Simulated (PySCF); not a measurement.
# C3H7FOSi: the cost of one run

Programs: PySCF 2.14.0, with density-fitted response routines of our own. Each step states its level of theory. These are calculated values for one molecule in the gas phase, unless marked as measured. Atoms are numbered from 0 throughout.

## (1) The starting structure

13 atoms, charge 0, multiplicity 1; geometry from: GFN2-xTB. The atoms were then displaced at random by about 0.01 Å, so the start is not that level's minimum.

Bonds of the start (Å): C0–C1 1.54, C1–O2 1.44, O2–Si3 1.60, Si3–C4 1.91, C4–F5 1.37, C4–C1 1.54, C0–H6 1.10, C0–H7 1.08, C0–H8 1.06, C1–H9 1.10, Si3–H10 1.46, Si3–H11 1.48, C4–H12 1.12.

## (2) Relaxing the molecule at PBE0-D3(BJ)/def2-SVP

The job: settings as JSON, then the geometry in Å.

```
{"job": {"xc": "PBE0", "basis": "def2-SVP", "d3": "d3bj", "grid": 1, "shake": 0.01, "kind": "geom"}, "charge": 0, "multiplicity": 1}
C      1.656500    -0.270380    -0.289610
C      0.448800     0.538280     0.226220
O     -0.110870    -0.071050     1.405820
Si    -1.527180    -0.499830     0.799270
C     -0.800330     0.478480    -0.674110
F     -0.599530    -0.151720    -1.869670
H      2.039390     0.231100    -1.186860
H      2.427870    -0.286250     0.460270
H      1.320740    -1.250330    -0.522800
H      0.749440     1.561120     0.495580
H     -1.711070    -1.932540     0.570660
H     -2.657720     0.157060     1.491880
H     -1.230210     1.479170    -0.916990
```

Launch:

```
$ OMP_NUM_THREADS=1 python probes_run.py task.json out
```

One launch serves the whole session: the jobs run in the order shown.

**Question.** How long does this first job take on 1 thread of Arm Neoverse N1, shared host, and how much memory does it need?

About 43 s, with a peak of 0.5 GiB.
